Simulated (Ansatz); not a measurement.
# BeTl2 (P3m1) in Ansatz: convergence with ecutrho ratio

Aim: find how far ecutrho ratio must go before the results for BeTl2 settle, at PBE. This setting moves, with any that are tied to it; all else stays.

Program: Ansatz 0.2.0. These are calculated values, not measurements. Logs are shortened: lines on timing, memory, paths and dates and some standing lists are left out, and cuts for length are marked.

## 1. Starting point

Symmetry: P3m1, No. 156, trigonal system. The conventional cell has a = 4.476 Å, b = 4.476 Å, c = 4.795 Å, α = 90.00°, β = 90.00°, γ = 120.00°. Around Be (site symmetry 3m) lie 3 Tl at 2.60 Å. Tl (site symmetry 3m) has 3 Be at 2.60 Å as nearest neighbours. Around Tl (site symmetry 3m) lie 3 Tl at 3.15 Å and 3 Be at 3.34 Å.

The cell was built by a generator and needn't be a form met in nature.

## 2. With ecutrho ratio 4

The input, input.yaml:

```yaml
crystal:
  lattice:
    - [4.47554392, 0.0, 0.0]
    - [-2.23777196, 3.87593473, 0.0]
    - [0.0, 0.0, 4.79496172]
  atoms:
    - { symbol: Be, position: [0.66666667, 0.33333333, 0.29476498] }
    - { symbol: Tl, position: [0.0, 0.0, 0.23157644] }
    - { symbol: Tl, position: [0.33333333, 0.66666667, 0.8544571] }
hamiltonian:
  xc: pbe
  pseudopotentials: { kind: paw }
kpoints:
  mp_grid: { grid: [6, 6, 5] }
scf:
  occupations: { method: methfessel_paxton, width: 0.05 }
output:
  forces: true
  stress: true
  eigenvalues: true
basis:
  ecutrho_ratio: 4
```

Potentials or basis: Ansatz PAW.

Command:

```bash
> ansatz run input.yaml --threads 2 --pin off --max-ram 5632MiB --backend cpu --events-out ev --progress --plain --runs-dir out
```

It took 1.7 s on 2 threads of Arm Neoverse V2, shared host; peak memory 0.35 GiB.

Results:

- Free energy: -22979.0988 eV
- Pressure: -1.4 GPa
- Largest force: 0.782 eV/Å
- Band gap on the k mesh: none (metal or under the smearing width)

## 3. With ecutrho ratio 5

input.yaml, as its differences from that of step 2:

```diff
@@ -21,2 +21,2 @@
 basis:
-  ecutrho_ratio: 4
+  ecutrho_ratio: 5
```

Potentials or basis: Ansatz PAW.

Command:

```bash
> ansatz run input.yaml --threads 2 --pin off --max-ram 5632MiB --backend cpu --events-out ev --progress --plain --runs-dir out
```

Wall time 1.7 s (2 threads of Arm Neoverse V2, shared host); peak memory 0.36 GiB.

Results:

```yaml
Free_energy: -22979.0988 eV
Pressure: -1.4 GPa
Largest_force: 0.782 eV/Å
Band_gap_on_the_k_mesh: none (metal or under the smearing width)
```

## 4. With ecutrho ratio 6

input.yaml, as its differences from that of step 3:

```diff
@@ -21,2 +21,2 @@
 basis:
-  ecutrho_ratio: 5
+  ecutrho_ratio: 6
```

Command:

```bash
> ansatz run input.yaml --threads 2 --pin off --max-ram 5632MiB --backend cpu --events-out ev --progress --plain --runs-dir out
```

It took 1.8 s on 2 threads of Arm Neoverse V2, shared host; peak memory 0.37 GiB.

What came out:

- Free energy: -22979.0988 eV
- Pressure: -1.4 GPa
- Largest force: 0.782 eV/Å
- Band gap on the k mesh: none (metal or under the smearing width)

## 5. With ecutrho ratio 8

input.yaml, as its differences from that of step 4:

```diff
@@ -21,2 +21,2 @@
 basis:
-  ecutrho_ratio: 6
+  ecutrho_ratio: 8
```

Command:

```bash
> ansatz run input.yaml --threads 2 --pin off --max-ram 5632MiB --backend cpu --events-out ev --progress --plain --runs-dir out
```

Wall time 1.8 s (2 threads of Arm Neoverse V2, shared host); peak memory 0.4 GiB.

The run converged. Its results:

* Free energy: -22979.0988 eV
* Pressure: -1.4 GPa
* Largest force: 0.782 eV/Å
* Band gap on the k mesh: none (metal or under the smearing width)

## 6. With ecutrho ratio 10

input.yaml, as its differences from that of step 5:

```diff
@@ -21,2 +21,2 @@
 basis:
-  ecutrho_ratio: 8
+  ecutrho_ratio: 10
```

Potentials or basis: Ansatz PAW.

Command:

```bash
> ansatz run input.yaml --threads 2 --pin off --max-ram 5632MiB --backend cpu --events-out ev --progress --plain --runs-dir out
```

It took 1.9 s on 2 threads of Arm Neoverse V2, shared host; peak memory 0.42 GiB.

The run converged. Its results:

```
Free energy            : -22979.0988 eV
Pressure               : -1.4 GPa
Largest force          : 0.782 eV/Å
Band gap on the k mesh : none (metal or under the smearing width)
```

## 7. With ecutrho ratio 12

input.yaml, as its differences from that of step 6:

```diff
@@ -21,2 +21,2 @@
 basis:
-  ecutrho_ratio: 10
+  ecutrho_ratio: 12
```

Potentials or basis: Ansatz PAW.

Command:

```bash
> ansatz run input.yaml --threads 2 --pin off --max-ram 5632MiB --backend cpu --events-out ev --progress --plain --runs-dir out
```

The log of the run:

```text
Warning: RAYON_NUM_THREADS=2 ignored (pool sized by the plan → 2); use --threads N
Engine: ansatz 0.2.0, aarch64-unknown-linux-gnu
Pseudopotentials: kind: paw
Pseudopotential: Be, paw, valence charge 2, recommended cutoff 420 eV (normal), Be.paw.azcp
Pseudopotential: Tl, paw, valence charge 13, recommended cutoff 420 eV (normal), Tl.paw.azcp
Functional definition: PBE
  parameter kappa = 0.804
  parameter beta = 0.06672455060314922
  exchange = pbe_x(kappa = kappa, mu = beta*pi^2/3)
  correlation = pbe_c(beta = beta)
Crystal: 3 atoms, lattice volume = 83.178 Å³
Basis set: ecut = 420 eV, 1631 PW (Γ), exchange–correlation on 108×108×120 points (8 copies of the dense FFT grid, shifted against one another)
Bands: 18, of which v1, the nominal top of the filled ones, is band 14 counted from 1 (13 counted from 0)
Symmetry: 6 space group operations
Space group: P3m1 (ITA 156), of the structure as read, at distance tolerance 4.4e-5 Å
k-points: 27 of 180 (time reversal used)
Non-local potential: Be, projectors of the file, l = 0: 2, l = 1: 2, l = 2: 1
Non-local potential: Tl, projectors of the file, l = 0: 2, l = 1: 2, l = 2: 2, l = 3: 1
PAW form: soft (Blöchl's): semilocal exchange-correlation on the pseudo side does not see the compensation charge
PAW one-centre angular grid: Be, 110 points (default); XC on 64 Gauss nodes
PAW one-centre angular grid: Tl, 590 points (default); XC on 64 Gauss nodes
Initial density: superposition of atomic densities (neutral atoms: chi_scale 0, normalization atom), corrected by the library's trained network
Initial wavefunctions: pseudopotential atomic-orbital guess
Functional: x = pbe(κ = 0.804, μ = 0.2195149727645171), c = pbe(β = 0.06672455060314922)
SCF iter   1: F=—  HF=-22979.099350 eV  |F-HF|=—  |Δ(HF+E_count)|=         —  Δρ=1.76e-3  dr2=4.30e-3  ethr=1.77e-3  ⟨swp⟩=6.5  Hψ=2646  notcnv=0
preconditioner: auto → Resta (q_TF=auto, 2.276 Å⁻¹)  ε∞=4.3  [insulator: Δε(μ)=0.093 eV  Ē_g=11.918 eV  σ=0.050 eV  W_gap=0.77  n_scr=20 (ndim 8)  ℏωp=21.5 eV  f_vac=0.000  D(μ)=1.75/eV (n_scr^D=8)  ε∞_Penn≈4.3]
SCF iter   2: F=—  HF=-22979.098580 eV  |F-HF|=—  |Δ(HF+E_count)|=   7.70e-4  S|Δr|=    0.00e0  Δρ=9.52e-4  dr2=1.10e-3  ethr=1.53e-5  ⟨swp⟩=2.0  Hψ=913  notcnv=0
SCF iter   3: F=—  HF=-22979.098799 eV  |F-HF|=—  |Δ(HF+E_count)|=   2.18e-4  S|Δr|=    0.00e0  Δρ=2.98e-4  dr2=1.06e-4  ethr=3.94e-6  ⟨swp⟩=2.4  Hψ=692  notcnv=0
SCF iter   4: F=—  HF=-22979.098828 eV  |F-HF|=—  |Δ(HF+E_count)|=   2.95e-5  S|Δr|=    0.00e0  Δρ=7.63e-5  dr2=7.55e-6  ethr=3.80e-7  ⟨swp⟩=2.3  Hψ=816  notcnv=0
SCF iter   5: F=—  HF=-22979.098838 eV  |F-HF|=—  |Δ(HF+E_count)|=   9.37e-6  S|Δr|=    0.00e0  Δρ=2.46e-5  dr2=6.28e-7  ethr=2.70e-8  ⟨swp⟩=2.9  Hψ=840  notcnv=0
SCF iter   6: F=-22979.098838 eV  HF=-22979.098838 eV  |F-HF|=1.12e-8  |Δ(HF+E_count)|=   6.18e-7  S|Δr|=    0.00e0  Δρ=4.92e-6  dr2=2.40e-8  ethr=3.57e-10  ⟨swp⟩=5.7  Hψ=2245  notcnv=0
SCF 1 converged in 6 iterations: F = -22979.098838 eV  dr2 = 2.40e-8
SCF converged after 6 iterations
Stability not checked: this state was not tested for a lower state beside it, because cold or Methfessel-Paxton smearing, or corrected tetrahedra, fill the levels in a way that the test cannot read (fill_not_monotonic; see scf.lower_state_search)
Free energy (F): -22979.098838 eV
Harris-Foulkes:  -22979.098838 eV  (|F-HF|=1.12e-8)
Internal energy: -22979.098570 eV  (E = F + TS)
E sigma→0 (E₀):  -22979.098771 eV
Entropy (-TS):   -0.000268 eV (-0.089 meV/atom)
Fermi energy:    7.093426 eV
--- Per-component energies (eV) ---
  E_band       = -59.679257
  E_kinetic    = 682.093512
  E_local      = -2202.326548  (includes V_loc(G=0)·N_el)
  E_nonlocal   = 638.737032
  E_hartree    = 835.508773
  E_xc         = -477.480988
  E_vxc        = -300.399146  (∫ρ·V_xc dr)
  E_paw        = -20388.971036  (= ΣΔE_a)
  E_vpaw       = -548.802403  (= ΣTr[D̂ρ^β])
  E_aug_tail   = 0.000000  (compensation charges beyond the density's cutoff)
  E_ewald      = -2066.659315
  E_smearing   = -0.000268  (= −TS)
  E_closure    = -0.000000  (closes the sum)
  Σ components = -22979.098838   (vs F -22979.098838, Δ=0.00e0)
--- Forces (eV/Å), atoms counted from 1 ---
  atom   1  Be    -0.00000000    -0.00000000    -0.12704066
  atom   2  Tl     0.00000000     0.00000000     0.78164287
  atom   3  Tl    -0.00000000    -0.00000000    -0.65461162
  max |Σ_I F_I| component: 9.41e-6 eV/Å
--- Stress (GPa, compression-positive) ---
       -0.952841      -0.000000      -0.000000
       -0.000000      -0.952841      -0.000000
       -0.000000      -0.000000      -2.330730
  P = ⅓ Tr σ = -1.4121 GPa (-14.121 kbar)
--- Band table (eV; the first three rows and the last of 27) ---
  k-point 0: bands = ["-4.6606", "-4.6606", "-4.5422", "-4.4525", "-4.4525", "-4.0800", "-4.0800", "-4.0763", "-3.9099", "-3.9099", "-2.0334", "3.9071", "6.2296", "8.5703", "8.5703", "9.7739", "9.7739", "9.8210"]
  k-point 1: bands = ["-4.6718", "-4.6718", "-4.5227", "-4.4671", "-4.4671", "-4.0806", "-4.0607", "-4.0607", "-3.9054", "-3.9054", "-1.8214", "2.7156", "7.5262", "8.6143", "8.6144", "9.9479", "10.0306", "10.0306"]
  k-point 2: bands = ["-4.6857", "-4.6857", "-4.4958", "-4.4958", "-4.4887", "-4.0912", "-4.0203", "-4.0203", "-3.9066", "-3.9066", "-1.3342", "1.3599", "8.6867", "8.6867", "9.1273", "10.2196", "10.6474", "10.6474"]
  k-point 26: bands = ["-4.5986", "-4.4424", "-4.4095", "-4.3781", "-4.3504", "-4.2750", "-4.1267", "-4.1218", "-4.0981", "-4.0050", "1.0685", "1.6816", "4.1475", "5.1616", "6.2942", "6.8901", "12.5727", "12.6142"]
```

Wall time 1.9 s (2 threads of Arm Neoverse V2, shared host); peak memory 0.47 GiB.

Results:

```yaml
Free_energy: -22979.0988 eV
Pressure: -1.4 GPa
Largest_force: 0.782 eV/Å
Band_gap_on_the_k_mesh: none (metal or under the smearing width)
```

## 8. Result

| ecutrho ratio | energy less the tightest run, at zero smearing (meV/atom) | SCF cycles | CPU time (s) | peak memory (GiB) |
| --- | --- | --- | --- | --- |
| 4 | 0.00 | 6 | 3.3 | 0.35 |
| 5 | 0.00 | 6 | 3.3 | 0.36 |
| 6 | 0.00 | 6 | 3.4 | 0.37 |
| 8 | 0.00 | 6 | 3.5 | 0.4 |
| 10 | 0.00 | 6 | 3.6 | 0.42 |
| 12 | 0.00 | 6 | 3.8 | 0.47 |

Against the tightest run, the energy stays within 1 meV/atom from 4 on. The tightest run that finished is the yardstick and may itself not be fully converged.
